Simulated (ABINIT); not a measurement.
# Ta4O (P4/mmm) in ABINIT: notebook, part 2 of 2

ABINIT 10.8.3 (patched build). Earlier steps stand in the parts before.

## Step 3: Band structure, LDA

run.abi

```
ndtset 2

pp_dirpath "./"
pseudos "Ta.LDA_PW-JTH.xml, O.LDA_PW-JTH.xml"

acell 3.257497 3.257497 7.409341 Angstrom
rprim
     1.0000000000     0.0000000000     0.0000000000
     0.0000000000     1.0000000000     0.0000000000
     0.0000000000     0.0000000000     1.0000000000
ntypat 2
znucl 73 8
natom 5
typat 1 1 1 1 2
xred
     0.0000000000     0.0000000000     0.0000000000
     0.5000000000     0.5000000000     0.2168420000
     0.5000000000     0.5000000000     0.7831580000
     0.0000000000     0.0000000000     0.5000000000
     0.5000000000     0.5000000000     0.5000000000

ecut 23.0
pawecutdg 45.0

ixc 7

occopt 3
tsmear 0.05 eV

nstep 100

iomode 3
prtwf 0
prteig 0
prtebands 0
enunit 1
prtden1 1

kptopt1 1
ngkpt1 8 8 4
nshiftk1 1
shiftk1 0.0 0.0 0.0
nband1 35
tolvrs1 1.0e-9

iscf2 -2
getden2 1
nband2 41
nbdbuf2 4
tolwfr2 1.0e-11
kptopt2 -7
ndivsm2 8
prteig2 1
kptbounds2
     0.0000000000     0.0000000000     0.0000000000
     0.0000000000     0.5000000000     0.0000000000
     0.5000000000     0.5000000000     0.0000000000
     0.0000000000     0.0000000000     0.0000000000
     0.0000000000     0.0000000000     0.5000000000
     0.0000000000     0.5000000000     0.5000000000
     0.5000000000     0.5000000000     0.5000000000
     0.0000000000     0.0000000000     0.5000000000
```

Potentials or basis: JTH PAW LDA v2.0.

Launch:

```console
mpirun --bind-to none -np 4 abinit run.abi > log 2>&1
```

run.abo:

```text
.Version 10.8.3 of ABINIT
 DATASET    1 : space group P4/m m m (#123); Bravais tP (primitive tetrag.)
================================================================================
 Values of the parameters that define the memory need for DATASET  1.
     intxc =       0    ionmov =       0      iscf =      17    lmnmax =      18
     lnmax =       6     mgfft =      64  mpssoang =       3    mqgrid =    4229
     natom =       5  nloc_mem =       2    nspden =       1   nspinor =       1
    nsppol =       1      nsym =      16    n1xccc =       1    ntypat =       2
    occopt =       3   xclevel =       1
       mpw =        2819          nfft =       57600          nkpt =          45
Pmy_natom=         2
 PAW method is used; the additional fine FFT grid is defined by:
   mgfftf=        90    nfftf =    144000
================================================================================
================================================================================

 DATASET    2 : space group P4/m m m (#123); Bravais tP (primitive tetrag.)
================================================================================
 Values of the parameters that define the memory need for DATASET  2.
     intxc =       0    ionmov =       0      iscf =      -2    lmnmax =      18
     lnmax =       6     mgfft =      64  mpssoang =       3    mqgrid =    4229
     natom =       5  nloc_mem =       2    nspden =       1   nspinor =       1
    nsppol =       1      nsym =      16    n1xccc =       1    ntypat =       2
    occopt =       3   xclevel =       1
       mpw =        2823          nfft =       57600          nkpt =         133
Pmy_natom=         2
 PAW method is used; the additional fine FFT grid is defined by:
   mgfftf=        90    nfftf =    144000
================================================================================
================================================================================

--------------------------------------------------------------------------------
------------- Echo of variables that govern the present computation ------------
--------------------------------------------------------------------------------
 -outvars: echo values of preprocessed input variables --------
            acell      6.1557771860E+00  6.1557771860E+00  1.4001625263E+01 Bohr
[... 2261 lines left out ...]
   3.57202    3.87653    4.01042    4.01042    4.74861    5.20836    6.83567    7.71153
   7.71333
 kpt#   2, nband= 41, wtk=  1.00000, kpt=  0.0000  0.0278  0.0000 (reduced coord)
 -66.68195  -65.44206  -65.42673  -64.69430  -33.22638  -33.22314  -32.83276  -32.23548
 -32.11952  -31.90635  -31.90534  -31.76855  -31.76543  -31.22626  -30.94915  -30.94825
 -19.55488   -5.94071   -5.01217   -4.63793   -4.62532   -1.93574   -1.87485   -1.75384
  -0.28792    0.79912    1.85420    1.86351    2.12475    2.75356    3.31951    3.38652
   3.49877    3.77166    4.06936    4.12742    4.78139    5.25485    6.82337    7.51854
   7.70640
 kpt#   3, nband= 41, wtk=  1.00000, kpt=  0.0000  0.0556  0.0000 (reduced coord)
 -66.68172  -65.44164  -65.42652  -64.69433  -33.23503  -33.22218  -32.83151  -32.23882
 -32.12138  -31.90655  -31.90248  -31.77715  -31.76492  -31.22058  -30.95423  -30.95067
[... 900 lines left out ...]
 kpt# 132, nband= 41, wtk=  1.00000, kpt=  0.0192  0.0192  0.5000 (reduced coord)
 -66.68196  -65.44238  -65.42644  -64.69430  -33.22482  -33.22407  -32.84064  -32.21919
 -32.11145  -31.91458  -31.91126  -31.76183  -31.75890  -31.24441  -30.94992  -30.94861
 -19.53748   -6.49084   -4.65019   -4.61819   -3.87877   -3.27216   -1.44989   -1.24160
  -1.07988    1.75988    1.76599    1.78532    2.46020    2.94750    3.01556    3.06900
   3.39602    4.16714    4.37582    4.93170    5.02173    5.59134    6.64815    6.66418
   6.71846
 kpt# 133, nband= 41, wtk=  1.00000, kpt=  0.0000  0.0000  0.5000 (reduced coord)
 -66.68203  -65.44252  -65.42650  -64.69429  -33.22319  -33.22319  -32.84085  -32.22038
 -32.10947  -31.91338  -31.91338  -31.75814  -31.75814  -31.24701  -30.94820  -30.94820
 -19.54213   -6.49401   -4.60626   -4.60626   -3.88964   -3.29561   -1.47527   -1.25191
  -1.08768    1.76448    1.79025    1.79025    2.43549    2.98546    3.00663    3.00663
   3.38141    4.14505    4.40271    5.01478    5.01478    5.63421    6.64528    6.64536
   6.68621

== END DATASET(S) ==============================================================
================================================================================

 -outvars: echo values of variables after computation  --------
            acell      6.1557771860E+00  6.1557771860E+00  1.4001625263E+01 Bohr
           etotal1    -2.5317661968E+02
            fcart1    -0.0000000000E+00 -0.0000000000E+00  6.5052130349E-20
                       1.0251974773E-30  1.0251974773E-30  9.5474374431E-04
                      -1.0251974773E-30 -1.0251974773E-30 -9.5474374431E-04
                      -0.0000000000E+00 -0.0000000000E+00  6.5052130349E-20
                      -0.0000000000E+00 -0.0000000000E+00  6.5052130349E-20
           strten1     4.7338593490E-04  4.7338593490E-04  4.9331360201E-04
                       0.0000000000E+00  0.0000000000E+00  0.0000000000E+00
           xangst      0.0000000000E+00  0.0000000000E+00  0.0000000000E+00
                       1.6287485000E+00  1.6287485000E+00  1.6066563211E+00
                       1.6287485000E+00  1.6287485000E+00  5.8026846789E+00
                       0.0000000000E+00  0.0000000000E+00  3.7046705000E+00
                       1.6287485000E+00  1.6287485000E+00  3.7046705000E+00
             xred      0.0000000000E+00  0.0000000000E+00  0.0000000000E+00
                       5.0000000000E-01  5.0000000000E-01  2.1684200000E-01
                       5.0000000000E-01  5.0000000000E-01  7.8315800000E-01
                       0.0000000000E+00  0.0000000000E+00  5.0000000000E-01
                       5.0000000000E-01  5.0000000000E-01  5.0000000000E-01
 Calculation completed.
```

It took 2.3 min on 4 MPI ranks of Intel Xeon 6975P-C (Granite Rapids), shared host; peak memory 0.6 GiB.

Results:

```yaml
Free_energy: -6889.2868 eV
Pressure: -14.1 GPa
Largest_force: 0.049 eV/Å
Band_gap_on_the_k_mesh: none (metal or under the smearing width)
Valence_electrons_inside_the_program's_atomic_spheres: Ta 10.74, 10.64, 10.52; O 4.55
```

Forces on the atoms (eV/Å):
```
Ta   0.000  0.000  0.000
Ta   0.000  0.000  0.049
Ta   0.000  0.000 -0.049
Ta   0.000  0.000  0.000
O    0.000  0.000  0.000
```

Levels at the corners of the path, in eV from the Fermi level:
```tsv
point	band 25	band 26	band 27	band 28	band 29	band 30	band 31	band 32	band 33	band 34
Γ	-2.66	-1.55	-0.49	-0.49	-0.25	0.40	1.01	1.01	1.22	1.53
X	-1.49	-1.07	-0.93	-0.64	0.19	0.85	0.90	1.39	1.68	1.89
M	-1.99	-1.47	-1.47	-0.63	-0.63	1.53	2.30	2.83	2.83	3.09
Γ	-2.66	-1.55	-0.49	-0.49	-0.25	0.40	1.01	1.01	1.22	1.53
Z	-3.44	-0.59	-0.56	-0.56	0.08	0.63	0.66	0.66	1.03	1.79
R	-1.65	-1.19	-1.02	-0.58	-0.45	0.95	1.32	1.52	1.80	2.32
A	-2.70	-1.69	-1.69	0.09	0.09	1.53	1.94	1.94	2.79	3.09
Z	-3.44	-0.59	-0.56	-0.56	0.08	0.63	0.66	0.66	1.03	1.79
```

Caveat: spin-orbit coupling is left out, which moves the levels of the heavy elements.

## Step 4: Band structure, r2SCAN

run.abi: that of step 3 with these lines changed.

```diff
@@ -3,3 +3,3 @@
 pp_dirpath "./"
-pseudos "Ta.LDA_PW-JTH.xml, O.LDA_PW-JTH.xml"
+pseudos "Ta.GGA_PBE-JTH.xml, O.GGA_PBE-JTH.xml"
 
@@ -21,6 +21,8 @@
 
-ecut 23.0
-pawecutdg 45.0
+ecut 28.0
+pawecutdg 50.0
 
-ixc 7
+ixc -497498
+usekden 1
+pawxcdev 0
 
@@ -37,5 +39,6 @@
 prtden1 1
+prtkden1 1
 
 kptopt1 1
-ngkpt1 8 8 4
+ngkpt1 7 7 3
 nshiftk1 1
@@ -43,3 +46,3 @@
 nband1 35
-tolvrs1 1.0e-9
+tolvrs1 1.0e-7
 
@@ -47,2 +50,3 @@
 getden2 1
+getkden2 1
 nband2 41
```

Potentials or basis: JTH PAW PBE v2.0.

Launch:

```console
mpirun --bind-to none -np 4 abinit run.abi > log 2>&1
```

Run time: 6.4 min. Hardware: 4 MPI ranks of Intel Xeon 6975P-C (Granite Rapids), shared host; peak memory 0.84 GiB.

Results (log left out):

* Free energy: -2303.8408 eV
* Pressure: -5.0 GPa
* Largest force: 0.232 eV/Å
* Band gap on the k mesh: none (metal or under the smearing width)
* Valence electrons inside the program's atomic spheres: Ta 10.71, 10.60, 10.49; O 4.60

Forces in eV/Å, atoms in the order of the input:
```
Ta   0.000  0.000  0.000
Ta   0.000  0.000  0.232
Ta   0.000  0.000 -0.232
Ta   0.000  0.000  0.000
O    0.000  0.000  0.000
```

Stress tensor (GPa, compression positive):
```
-3.96  0.00  0.00
 0.00 -3.96  0.00
 0.00  0.00 -7.10
```

Levels at the corners of the path, in eV from the Fermi level:
| point | band 26 | band 27 | band 28 | band 29 | band 30 | band 31 | band 32 | band 33 |
| --- | --- | --- | --- | --- | --- | --- | --- | --- |
| Γ | -1.59 | -0.41 | -0.41 | 0.10 | 0.71 | 1.05 | 1.05 | 1.55 |
| X | -1.18 | -0.96 | -0.70 | 0.17 | 0.96 | 1.03 | 1.23 | 1.76 |
| M | -1.65 | -1.65 | -0.77 | -0.77 | 1.98 | 2.69 | 2.76 | 2.76 |
| Γ | -1.59 | -0.41 | -0.41 | 0.10 | 0.71 | 1.05 | 1.05 | 1.55 |
| Z | -0.50 | -0.50 | -0.50 | 0.53 | 0.73 | 0.73 | 1.11 | 1.16 |
| R | -1.20 | -1.03 | -0.78 | -0.46 | 1.13 | 1.31 | 1.80 | 1.90 |
| A | -1.81 | -1.81 | -0.13 | -0.13 | 1.97 | 1.97 | 1.98 | 3.24 |
| Z | -0.50 | -0.50 | -0.50 | 0.53 | 0.73 | 0.73 | 1.11 | 1.16 |

Caveat: totals of a meta-GGA on PAW files have another zero than those of a GGA; the PAW data sets were made with another functional, which shifts forces and pressure a little; spin-orbit coupling is left out, which moves the levels of the heavy elements.

## Step 5: Band structure, PBE

run.abi: that of step 4 with these lines changed.

```diff
@@ -21,8 +21,7 @@
 
-ecut 28.0
-pawecutdg 50.0
+ecut 23.0
+pawecutdg 45.0
+pawxcdev 0
 
-ixc -497498
-usekden 1
-pawxcdev 0
+ixc 11
 
@@ -39,6 +38,5 @@
 prtden1 1
-prtkden1 1
 
 kptopt1 1
-ngkpt1 7 7 3
+ngkpt1 8 8 4
 nshiftk1 1
@@ -46,3 +44,3 @@
 nband1 35
-tolvrs1 1.0e-7
+tolvrs1 1.0e-9
 
@@ -50,3 +48,2 @@
 getden2 1
-getkden2 1
 nband2 41
```

Potentials or basis: JTH PAW PBE v2.0.

Launch:

```console
mpirun --bind-to none -np 4 abinit run.abi > log 2>&1
```

run.abo:

```text
.Version 10.8.3 of ABINIT
 DATASET    1 : space group P4/m m m (#123); Bravais tP (primitive tetrag.)
================================================================================
 Values of the parameters that define the memory need for DATASET  1.
     intxc =       0    ionmov =       0      iscf =      17    lmnmax =      18
     lnmax =       6     mgfft =      64  mpssoang =       3    mqgrid =    4229
     natom =       5  nloc_mem =       2    nspden =       1   nspinor =       1
    nsppol =       1      nsym =      16    n1xccc =       1    ntypat =       2
    occopt =       3   xclevel =       2
       mpw =        2819          nfft =       57600          nkpt =          45
Pmy_natom=         2
 PAW method is used; the additional fine FFT grid is defined by:
   mgfftf=        90    nfftf =    144000
================================================================================
================================================================================

 DATASET    2 : space group P4/m m m (#123); Bravais tP (primitive tetrag.)
================================================================================
 Values of the parameters that define the memory need for DATASET  2.
     intxc =       0    ionmov =       0      iscf =      -2    lmnmax =      18
     lnmax =       6     mgfft =      64  mpssoang =       3    mqgrid =    4229
     natom =       5  nloc_mem =       2    nspden =       1   nspinor =       1
    nsppol =       1      nsym =      16    n1xccc =       1    ntypat =       2
    occopt =       3   xclevel =       2
       mpw =        2823          nfft =       57600          nkpt =         133
Pmy_natom=         2
 PAW method is used; the additional fine FFT grid is defined by:
   mgfftf=        90    nfftf =    144000
================================================================================
================================================================================

--------------------------------------------------------------------------------
------------- Echo of variables that govern the present computation ------------
--------------------------------------------------------------------------------
 -outvars: echo values of preprocessed input variables --------
            acell      6.1557771860E+00  6.1557771860E+00  1.4001625263E+01 Bohr
[... 2262 lines left out ...]
   3.74749    4.07347    4.14184    4.14184    4.90667    5.36227    7.02983    7.85939
   7.86193
 kpt#   2, nband= 41, wtk=  1.00000, kpt=  0.0000  0.0278  0.0000 (reduced coord)
 -66.61712  -65.37344  -65.35852  -64.60467  -33.17320  -33.17000  -32.77458  -32.16797
 -32.04968  -31.83869  -31.83763  -31.70556  -31.70250  -31.14973  -30.86805  -30.86715
 -19.75291   -5.82497   -4.96190   -4.52741   -4.51368   -1.88503   -1.76559   -1.68249
  -0.15939    0.90504    1.99372    2.00294    2.22818    2.95737    3.44091    3.50690
   3.66962    3.94799    4.20618    4.28205    4.93910    5.40791    7.01718    7.63267
   7.84872
 kpt#   3, nband= 41, wtk=  1.00000, kpt=  0.0000  0.0556  0.0000 (reduced coord)
 -66.61689  -65.37304  -65.35832  -64.60470  -33.18174  -33.16906  -32.77337  -32.17116
 -32.05145  -31.83910  -31.83484  -31.71401  -31.70199  -31.14422  -30.87308  -30.86949
[... 900 lines left out ...]
 kpt# 132, nband= 41, wtk=  1.00000, kpt=  0.0192  0.0192  0.5000 (reduced coord)
 -66.61713  -65.37375  -65.35825  -64.60468  -33.17167  -33.17093  -32.78218  -32.14936
 -32.04473  -31.84666  -31.84345  -31.69900  -31.69618  -31.16750  -30.86874  -30.86748
 -19.73631   -6.38250   -4.53899   -4.50697   -3.80704   -3.23198   -1.32730   -1.13986
  -1.01375    1.88922    1.89696    1.91681    2.59119    3.11727    3.15817    3.27805
   3.55040    4.30731    4.51463    5.04364    5.13391    5.75803    6.78283    6.80525
   6.85501
 kpt# 133, nband= 41, wtk=  1.00000, kpt=  0.0000  0.0000  0.5000 (reduced coord)
 -66.61720  -65.37389  -65.35831  -64.60466  -33.17007  -33.17007  -32.78239  -32.15053
 -32.04281  -31.84547  -31.84547  -31.69542  -31.69542  -31.17000  -30.86706  -30.86706
 -19.74077   -6.38585   -4.49506   -4.49506   -3.81769   -3.25626   -1.35251   -1.15003
  -1.02161    1.89410    1.92170    1.92170    2.56626    3.14893    3.14893    3.22319
   3.53618    4.28491    4.54229    5.12656    5.12656    5.80256    6.78002    6.78002
   6.82047

== END DATASET(S) ==============================================================
================================================================================

 -outvars: echo values of variables after computation  --------
            acell      6.1557771860E+00  6.1557771860E+00  1.4001625263E+01 Bohr
           etotal1    -2.5206371646E+02
            fcart1    -0.0000000000E+00 -0.0000000000E+00 -0.0000000000E+00
                      -0.0000000000E+00 -0.0000000000E+00 -1.9592581122E-04
                      -0.0000000000E+00 -0.0000000000E+00  1.9592581122E-04
                      -0.0000000000E+00 -0.0000000000E+00 -0.0000000000E+00
                      -0.0000000000E+00 -0.0000000000E+00 -0.0000000000E+00
           strten1     4.4508004389E-05  4.4508004389E-05  5.6155941031E-05
                       0.0000000000E+00  0.0000000000E+00  0.0000000000E+00
           xangst      0.0000000000E+00  0.0000000000E+00  0.0000000000E+00
                       1.6287485000E+00  1.6287485000E+00  1.6066563211E+00
                       1.6287485000E+00  1.6287485000E+00  5.8026846789E+00
                       0.0000000000E+00  0.0000000000E+00  3.7046705000E+00
                       1.6287485000E+00  1.6287485000E+00  3.7046705000E+00
             xred      0.0000000000E+00  0.0000000000E+00  0.0000000000E+00
                       5.0000000000E-01  5.0000000000E-01  2.1684200000E-01
                       5.0000000000E-01  5.0000000000E-01  7.8315800000E-01
                       0.0000000000E+00  0.0000000000E+00  5.0000000000E-01
                       5.0000000000E-01  5.0000000000E-01  5.0000000000E-01
 Calculation completed.
```

Run time: 2.3 min. Hardware: 4 MPI ranks of Intel Xeon 6975P-C (Granite Rapids), shared host; peak memory 0.68 GiB.

Results:

| Item | Value |
| --- | --- |
| Free energy | -6859.0031 eV |
| Pressure | -1.4 GPa |
| Largest force | 0.010 eV/Å |
| Band gap on the k mesh | none (metal or under the smearing width) |
| Valence electrons inside the program's atomic spheres | Ta 10.72, 10.61, 10.49; O 4.58 |

Forces on the atoms (eV/Å):
```
Ta   0.000  0.000  0.000
Ta   0.000  0.000 -0.010
Ta   0.000  0.000  0.010
Ta   0.000  0.000  0.000
O    0.000  0.000  0.000
```

Levels at the corners of the path, in eV from the Fermi level:
```csv
point,band 26,band 27,band 28,band 29,band 30,band 31,band 32,band 33
Γ,-1.55,-0.46,-0.46,-0.26,0.49,1.03,1.03,1.29
X,-1.11,-0.92,-0.66,0.18,0.87,0.91,1.30,1.69
M,-1.50,-1.50,-0.67,-0.67,1.60,2.38,2.72,2.72
Γ,-1.55,-0.46,-0.46,-0.26,0.49,1.03,1.03,1.29
Z,-0.57,-0.54,-0.54,0.11,0.69,0.69,0.76,1.08
R,-1.17,-1.00,-0.65,-0.44,0.97,1.29,1.57,1.80
A,-1.69,-1.69,0.01,0.01,1.59,1.90,1.90,2.89
Z,-0.57,-0.54,-0.54,0.11,0.69,0.69,0.76,1.08
```

Caveat: spin-orbit coupling is left out, which moves the levels of the heavy elements.

## Step 6: The runs side by side

| level | potentials or basis | k mesh | cutoff (eV) | fine-grid cutoff | gap on the mesh (eV) | pressure (GPa) | largest force (eV/Å) |
| --- | --- | --- | --- | --- | --- | --- | --- |
| PBEsol | PseudoDojo NC SR PBEsol v0.4.1 standard | 8 × 8 × 4 | 1143 | - | none | -8.2 | 0.07 |
| LDA | JTH PAW LDA v2.0 | 8 × 8 × 4 | 626 | 1224.51 eV | none | -14.1 | 0.05 |
| r2SCAN | JTH PAW PBE v2.0 | 7 × 7 × 3 | 762 | 1360.57 eV | none | -5.0 | 0.23 |
| PBE | JTH PAW PBE v2.0 | 8 × 8 × 4 | 626 | 1224.51 eV | none | -1.4 | 0.01 |

Alike in all rows: task band structure; no spin polarisation; cell as given; smearing fermi-dirac 0.05 eV.

Caveats: spin-orbit coupling is left out, which moves the levels of the heavy elements; totals of a meta-GGA on PAW files have another zero than those of a GGA (some runs); the PAW data sets were made with another functional, which shifts forces and pressure a little (some runs).

Absolute energies hang on the potentials; compare differences alone.
